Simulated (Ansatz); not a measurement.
# GaHCl2 (singlet): from Hartree-Fock to the top rungs at distance Cl1–Ga2 = 2.981 Å, cc-pVDZ

One table from this session's results is given with a row withheld; the runs are named, their logs left out.

The runs use Ansatz 0.2.0, Gaussian basis; cc-pVDZ, core rule «outside noble gas», up to 24 orbitals frozen.

Plan: UHF; CCSD(T) on RHF; BCCD(T) on RHF; CISD; CCSDT(Q) on RHF; CASSCF and MRCISD+Q, 2 electrons in 2 orbitals; CASSCF and NEVPT2, 2 electrons in 2 orbitals.

47 further runs of the same task are left out: 12 for a known fault of the program, 3 for a mislabelled method, 29 that didn't finish, 3 set aside as unsound or not needed.

## The geometry

The geometry derives from a PBE0/def2-TZVP stationary point (not a proven minimum). One bond is set to the value named and the two fragments are kept rigid. No spin-orbit coupling is included. The filled d shell of Ga may be among the frozen orbitals whatever the setting's name suggests; the logs give the count.

4 atoms, charge 0, spin multiplicity 1.

Atoms are counted from 1 here; the program's logs count them from 0.

Bond lengths: Ga2–Cl3 2.129 Å, Ga2–H4 1.545 Å. Angles: Cl3–Ga2–H4 122.3°.

The first run:

in.yaml

```yaml
crystal:
  periodic: [false, false, false]
  atoms:
    - {symbol: Cl, position_ang: [0.000000, -0.921425, 2.338404]}
    - {symbol: Ga, position_ang: [0.000000, 0.673156, -0.180261]}
    - {symbol: Cl, position_ang: [0.000000, -0.465492, -1.978773]}
    - {symbol: H, position_ang: [0.000000, 2.218322, -0.180261]}
basis:
  gaussian: {orbitals: cc-pVDZ}
magnetization: {spin_polarized: true, initial_magnetization: 0}
hamiltonian: {xc: hf}
output: {orbitals: {seedname: orbitals}}
```

Run with:

```bash
$ ansatz run in.yaml --threads 1 --pin off --events-out ev --progress --plain --max-ram 2393MiB
```

Steps of the session up to this table: UHF; CCSD(T) on RHF; BCCD(T) on RHF; CISD; CCSDT(Q) on RHF; CASSCF and MRCISD+Q, 2 electrons in 2 orbitals; CASSCF and NEVPT2, 2 electrons in 2 orbitals.

One table of the session follows, with a row left open; its other results are not shown here.

It belongs to the step «Misses and costs». 

```
       method  from RCCSDT(Q) (kcal/mol)
          RHF                    +234.24
         RMP2                     +28.21
        RCCSD                      +7.10
     RCCSD(T)                      +1.36
      BCCD(T)                      +1.42
       RCCSDT                      +0.67
    RCCSDT(Q)                          0
  CASSCF pair                          ?
  NEVPT2 pair                     +26.75
  MRCISD pair                     +28.15
MRCISD+Q pair                      +3.86
```

Q: Estimate the row for CASSCF pair from the others.

The run gave: from RCCSDT(Q) (kcal/mol): +222.13. In the column «from RCCSDT(Q) (kcal/mol)» it lies between RMP2 (+28.21) and RHF (+234.24).

Not comparable, so not listed: CISD (they don't share determinant, frozen orbitals or solution with the rows shown, or repeat one).
